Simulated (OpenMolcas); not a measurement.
# Ni²⁺ with 4 ligands (oxide): CASSCF and CASPT2 levels and susceptibility

Which state of Ni²⁺ lies lowest among these ligands, how large is the field, and what χT follows?

Method: state-averaged CASSCF and CASPT2, spin-orbit coupling by RASSI with atomic mean-field integrals. Code: OpenMolcas 26.06.

## Step 1: What is computed

```
Species                           : Ni²⁺ (nickel, Z = 28, 26 electrons)
Basis                             : ANO-RCC-VDZP [5s4p2d1f], 90 functions with the ligands
Scalar Hamiltonian                : DKH2, point nucleus
Inactive shells                   : 1s 2s 2p 3s 3p of the metal, and all ligand shells
Active space                      : 8 electrons in 5 orbitals (3d)
Some configurations of this space : 3d⁸
Orbitals                          : optimised for each spin and parity, averaged over all roots
```

The outer shells:

3d8
```
3d [↑↓][↑↓][↑↓][↑ ][↑ ]
```

Ni²⁺ is taken with 4 ligands (oxide) in tetrahedron coordination (Td) at 1.86 Å. A charge of +1.5 e stands 2.4 Å behind each ligand. Ligand basis ANO-RCC-VDZP. The distances are assumed, not relaxed.

```xyz
5

Ni    0.0000    0.0000    0.0000
O     1.0739    1.0739    1.0739
O     1.0739   -1.0739   -1.0739
O    -1.0739    1.0739   -1.0739
O    -1.0739   -1.0739    1.0739
```

The work runs as a chain of OpenMolcas steps in one folder; each step below is one input file. Labels, J, g values, rates, χT and fits are worked out afterwards by a script from the matrices that RASSI stores.

## Step 2: Basis and integrals

The input, a.inp:

```
&GATEWAY
Coord
5

Ni 0.0 0.0 0.0
O 1.073872 1.073872 1.073872
O 1.073872 -1.073872 -1.073872
O -1.073872 1.073872 -1.073872
O -1.073872 -1.073872 1.073872
Basis=Ni.ANO-RCC-VDZP,O.ANO-RCC-VDZP
Group=NoSym
NoMove
AngMom=0.0 0.0 0.0
AMFI
RICD
XField
4 Angstrom 0
2.459513 2.459513 2.459513 1.500000
2.459513 -2.459513 -2.459513 1.500000
-2.459513 2.459513 -2.459513 1.500000
-2.459513 -2.459513 2.459513 1.500000
&SEWARD
```

Launch:

```bash
$ OMP_NUM_THREADS=1 MOLCAS_MEM=2457 MOLCAS_PROJECT=a pymolcas a.inp > a.log
```

## Step 3: Reference wave functions, triplets, 10 roots

The input, a.inp:

```
&RASSCF
FileOrb=start.orb
Symmetry=1
Spin=3
nActEl=8 0 0
Inactive=29
Ras2=5
CIRoot=10 10 1
SDav=10
CIMx=300
Iter=150 100
PrWF=0.3
OrbListing=Nothing
MaxOrb=0
LevShft=1.0
>>> COPY $Project.JobIph JOB001
```

start.orb holds start orbitals that the driver prepared beforehand, or those of the step before.

## Step 4: CASSCF: singlets, 15 roots

The input, a.inp:

```
&RASSCF
FileOrb=start.orb
Symmetry=1
Spin=1
nActEl=8 0 0
Inactive=29
Ras2=5
CIRoot=15 15 1
SDav=15
CIMx=300
Iter=150 100
PrWF=0.3
OrbListing=Nothing
MaxOrb=0
LevShft=1.0
>>> COPY $Project.JobIph JOB002
```

## Step 5: State interaction with spin-orbit coupling

The input, a.inp:

```
&RASSI
NrOfJobIphs=2 10 15
1 2 3 4 5 6 7 8 9 10
1 2 3 4 5 6 7 8 9 10 11 12 13 14 15
IphNames
JOB001
JOB002
EJob
SpinOrbit
DIPRint=1.0
SOCoupling=1000.0
Subsets=2
Property=9
'ANGMOM' 1 'ANGMOM' 2 'ANGMOM' 3 'MLTPL  1' 1 'MLTPL  1' 2 'MLTPL  1' 3
'AMFI' 1 'AMFI' 2 'AMFI' 3
SOProperty=3
'ANGMOM' 1 'ANGMOM' 2 'ANGMOM' 3
```

## Step 6: CASPT2: IPEA 0.25, imaginary shift 0.1 (closed shells correlated: 3s 3p of the metal, with ligand shells; the Frozen line counts the rest)

The input, a.inp:

```
>>> COPY JOB001 $Project.JobIph
&CASPT2
Multistate=10 1 2 3 4 5 6 7 8 9 10
NoMult
Frozen=9
IPEA=0.25
Imaginary=0.1
MaxIter=60
WThr=0.0 0.3 0.05
PrWF=0.5
NoMix
>>> COPY JOB002 $Project.JobIph
&CASPT2
Multistate=15 1 2 3 4 5 6 7 8 9 10 11 12 13 14 15
NoMult
Frozen=9
IPEA=0.25
Imaginary=0.1
MaxIter=60
WThr=0.0 0.3 0.05
PrWF=0.5
NoMix
```

(Steps that only read results are left out.)

Q: Predict the outcome of this session. Wanted: spin-free ground state; first state of the same spin within the active space; lowest level; next level.

**Answer**, as computed:

```
                                            quantity                                                                                                                                          value
                                              method  SS-CASPT2, IPEA 0.25, imaginary shift 0.1 (closed shells correlated: 3s 3p of the metal, with ligand shells; the Frozen line counts the rest)
                              spin-free ground state                                                                                                                3T1, 3-fold in its orbital part
first state of the same spin within the active space                                                                                                                               3T2 at 2010 cm⁻¹
                                        lowest level                                                                                                                                      1-fold A1
                                          next level                                                                                                                                     328.0 cm⁻¹
                                         χT at 300 K                                                                                                                                 2.63 cm³ K/mol
                           effective moment at 300 K                                                                                                                                        4.58 μB
```

Cost by method:

| method | time of its own steps | time with the reference |
| --- | --- | --- |
| A. CASSCF | 12 s | 12 s |
| B. SS-CASPT2, IPEA 0.25, imaginary shift 0.1, +3s 3p | 48 s | 59 s |

Times are of one thread on a shared host.

**Reading.** The spin-free ground state (3T1) comes to 100 % from free-ion F terms and keeps the highest spin of the shell. χT at 300 K is 2.63, against 1.00 cm³ K/mol for the spin alone, so orbital moment adds to it. A ligand-field fit to the states below 45000 cm-1 gives 10Dq = -4281 cm-1, B = 1056 cm-1 and C = 3416 cm-1 (C/B = 3.23), with a deviation of 600 cm-1. CASPT2 does not keep the components of a term degenerate, and the means are used. Bare point charges leave oxide and sulfide ligands too diffuse, so the field comes out too small. With one d shell, CASPT2 may overshoot the field of a late 3d ion.
